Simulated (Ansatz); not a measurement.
This script for Ansatz's Python interface starts 6 runs on CH₅FOSi, SMILES CO[SiH2]F. What input does the engine get in each?

`run_methods.py`
```python
'''One geometry of CH5FOSi, method by method.'''

from pathlib import Path

import ansatz as az
import numpy as np

SETTINGS = {
    'basis_set': 'def2-SVP',
}

geometry_ang = [
    ('C', (-0.2302, 1.0725, -0.664)),
    ('O', (-0.8705, 0.0798, 0.0937)),
    ('Si', (0.0977, -1.1, 0.6864)),
    ('F', (1.1764, -1.5725, -0.483)),
    ('H', (0.1819, 0.7154, -1.6074)),
    ('H', (-1.0708, 1.8283, -0.9734)),
    ('H', (0.487, 1.6816, -0.089)),
    ('H', (-0.6369, -2.2308, 1.1774)),
    ('H', (0.9538, -0.5205, 1.8422)),
]
geometry = az.Crystal.molecule()
for symbol, xyz in geometry_ang:
    geometry = geometry.atom(symbol, xyz)

calc = geometry.calculation()
calc = calc.basis(gaussian=SETTINGS['basis_set'])

print('functional    E (Ha)        dipole (D)   HOMO (eV)  LUMO (eV)')
for name in ['pbe0', 'blyp', 'lc_wpbe', 'cam_b3lyp', 'pbe', 'lda']:
    report = calc.functional(name).forces().orbitals().run(threads=1, pin='off', runs_dir='runs').report
    lines = Path(report['orbitals_path']).read_text().splitlines()
    field_of = lambda key: [line.split('=')[1].strip() for line in lines if line.startswith(key)]
    orbitals = [(27.211386 * float(e), s, float(n)) for e, s, n in zip(field_of('Ene='), field_of('Spin='), field_of('Occup='))]
    homo = max(e for e, _, n in orbitals if n > 0.5)
    lumo = min(e for e, _, n in orbitals if n < 0.5)
    dipole = 4.803205 * np.linalg.norm(report['charge_distribution']['dipole_moment_e_ang'])
    print(f'{name:10s} {report["free_energy_ev"] / 27.211386246:14.6f} {dipole:9.3f} {homo:11.3f} {lumo:10.3f}')
```

Run 1:
```yaml
crystal:
  periodic: [false, false, false]
  atoms:
    - { symbol: C, position_ang: [-0.2302, 1.0725, -0.664] }
    - { symbol: O, position_ang: [-0.8705, 0.0798, 0.0937] }
    - { symbol: Si, position_ang: [0.0977, -1.1, 0.6864] }
    - { symbol: F, position_ang: [1.1764, -1.5725, -0.483] }
    - { symbol: H, position_ang: [0.1819, 0.7154, -1.6074] }
    - { symbol: H, position_ang: [-1.0708, 1.8283, -0.9734] }
    - { symbol: H, position_ang: [0.487, 1.6816, -0.089] }
    - { symbol: H, position_ang: [-0.6369, -2.2308, 1.1774] }
    - { symbol: H, position_ang: [0.9538, -0.5205, 1.8422] }
basis:
  gaussian:
    orbitals: def2-SVP
hamiltonian:
  xc: pbe0
output:
  orbitals: {}
  forces: true
```

Run 2, against run 1:
```diff
-  xc: pbe0
+  xc: blyp
```

Run 3, against run 1:
```diff
-  xc: pbe0
+  xc: lc_wpbe
```

Run 4, against run 1:
```diff
-  xc: pbe0
+  xc: cam_b3lyp
```

Run 5, against run 1:
```diff
-  xc: pbe0
+  xc: pbe
```

Run 6, against run 1:
```diff
-  xc: pbe0
+  xc: lda
```

```console
$ python run_methods.py
functional    E (Ha)        dipole (D)   HOMO (eV)  LUMO (eV)
pbe0          -505.136144     0.916      -8.555      1.092
blyp          -505.428715     0.840      -6.829      0.300
lc_wpbe       -505.276125     0.920     -11.319      3.500
cam_b3lyp     -505.420702     0.906      -9.954      2.210
pbe           -505.096716     0.863      -6.949      0.143
lda           -502.750442     0.917      -7.012     -0.111
```

What to keep in mind:
- Total energies depend on the basis set; only differences at equal settings carry meaning.
- The geometry is a force-field or estimated start, not a minimum of this method, and the basis set is short of its limit. A lower total doesn't mark the better method: functionals have no common bound, and MP2 and coupled cluster aren't variational.
- Levels such as HOMO and LUMO are orbital energies: with these approximate functionals they aren't the ionisation energy and electron affinity, and their gap isn't the fundamental gap.
- Wall time of the script: 12 s on 1 thread of Arm Neoverse V2 (shared host), peak memory 0.24 GiB.
